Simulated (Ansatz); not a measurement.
# AlFH2O2: one structure at several levels

One table from this session's results is given with a row withheld; the runs are named, their logs left out.

Computed with Ansatz 0.2.0, Gaussian basis. Level: single points in def2-TZVPP.

Correlated methods freeze the cores.

### Starting geometry

SMILES `[OH][Al]([OH])[F]`, 6 atoms, charge 0, spin multiplicity 1.

Atoms are counted from 1 here; the program's logs count them from 0.

Bond lengths: O1–Al2 1.640 Å, O1–H5 0.956 Å, Al2–O3 1.494 Å, Al2–F4 1.910 Å, O3–H6 0.874 Å. Angles: Al2–O1–H5 164.3°, O1–Al2–O3 130.3°, O1–Al2–F4 111.5°, O3–Al2–F4 118.1°, Al2–O3–H6 148.6°.

Geometry (Å):

```mol
AlFH2O2
  3D, bonds by distance, orders not assigned

  6  5  0  0  0  0  0  0  0  0999 V2000
   -0.5938    1.2144   -0.7694 O   0  0
    0.0210   -0.0835    0.0225 Al  0  0
    0.9008   -0.1534    1.2280 O   0  0
   -0.5620   -1.7235   -0.7637 F   0  0
   -1.1065    1.7881   -1.3371 H   0  0
    1.5238   -0.5740    1.6736 H   0  0
  1  2  8  0
  1  5  8  0
  2  3  8  0
  2  4  8  0
  3  6  8  0
M  END
```

The first run:

The input, run/in.yaml:

```yaml
crystal:
  periodic: [false, false, false]
  atoms:
    - {symbol: O, position_ang: [-0.593800, 1.214400, -0.769400]}
    - {symbol: Al, position_ang: [0.021000, -0.083500, 0.022500]}
    - {symbol: O, position_ang: [0.900800, -0.153400, 1.228000]}
    - {symbol: F, position_ang: [-0.562000, -1.723500, -0.763700]}
    - {symbol: H, position_ang: [-1.106500, 1.788100, -1.337100]}
    - {symbol: H, position_ang: [1.523800, -0.574000, 1.673600]}
basis:
  gaussian: {orbitals: def2-TZVPP}
correlation: {method: ccsd_t}
output: {forces: true}
```

The command line of these runs was not kept.

Steps of the session up to this table: CCSD(T)/def2-TZVPP; PBE0-D4/def2-TZVPP; wB97M-V/def2-TZVPP; r2SCAN-D4/def2-TZVPP; PBE-D4/def2-TZVPP; r2SCANh-D4/def2-TZVPP; B97M-V/def2-TZVPP.

One table of the session follows, with a row left open; its other results are not shown here.

| method | RMS force component (eV/Å) | angle to CCSD(T) forces (°) | dipole (D) |
| --- | --- | --- | --- |
| CCSD(T) | 3.182 | reference | 2.95 |
| PBE0-D4 | 3.087 | 1.7 | 2.97 |
| wB97M-V | 3.111 | 1.2 | 2.95 |
| r2SCAN-D4 | 3.107 | 1.4 | 2.93 |
| PBE-D4 | 3.128 | 4.4 | 2.85 |
| r2SCANh-D4 | 3.096 | 1.4 | 2.96 |
| B97M-V | ? | ? | ? |

Q: Estimate the row for B97M-V from the others.

**Answer.** RMS force component (eV/Å): 3.048; angle to CCSD(T) forces (°): 2.2; dipole (D): 2.93. In the column «RMS force component (eV/Å)» it is the lowest.
